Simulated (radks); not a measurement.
# Taking charge from the 5p level of Tl⁺ in fractions

An exercise on one series of results from a longer session: the logs are not shown, and one member is left open.

Method: Dirac Kohn-Sham, LDA (Slater exchange, Perdew-Wang correlation), spin-unpolarised, spherical densities, finite nucleus. Code: radks (a radial shooting solver on a logarithmic mesh, Libxc functionals) version 1.

## What is computed

* element: thallium (Z = 81)
* charge: +1
* electrons: 80
* configuration: [Kr] 4d10 4f14 5s2 5p(1/2: 2, 3/2: 4) 5d10 6s2
* nuclear rms radius: 5.4759 fm

A shell typed twice in an input gives the lower j, then the higher j.

The first run:

The run's settings:

```text
Z 81
configuration [Kr] 4d10 4f14 5s2 5p2 5p4 5d10 6s2
relativity Dirac
functional lda,pw
spin unpolarised
j_filling energy
nucleus finite rms 5.4759 fm
c 137.035999084
```

Started as:

```
$ python run_ks.py task.json out
```

All runs below come from this command, one after another.

Steps of the session up to this table: Start: [Kr] 4d10 4f14 5s2 5p(1/2: 2, 3/2: 4) 5d10 6s2.

One of the session's tables, all rows but one given; the rest of the session is left out.

It belongs to the step «Start: [Kr] 4d10 4f14 5s2 5p(1/2: 2, 3/2: 4) 5d10 6s2». Radial moments (bohr):

| level | <r> | outermost maximum (interpolated) | 90 % within | nodes |
| --- | --- | --- | --- | --- |
| 5s1/2 | 0.8771 | 0.808 | 1.25 | 4 |
| 4f5/2 | 0.4646 | 0.355 | 0.740 | 0 |
| 4f7/2 | 0.4711 | 0.360 | 0.751 | 0 |
| 5p1/2 | 0.9405 | 0.849 | 1.36 | 3 |
| 5p3/2 | 1.036 | 0.928 | 1.50 | 3 |
| 5d3/2 | 1.353 | 1.10 | 2.07 | 2 |
| 5d5/2 | ? | ? | ? | ? |
| 6s1/2 | 2.379 | 2.05 | 3.48 | 5 |

Q: Estimate the row for 5d5/2 from the others.

As computed: <r>: 1.409; outermost maximum (interpolated): 1.13; 90 % within: 2.17; nodes: 2. In the column «<r>» it lies between 5d3/2 (1.353) and 6s1/2 (2.379).
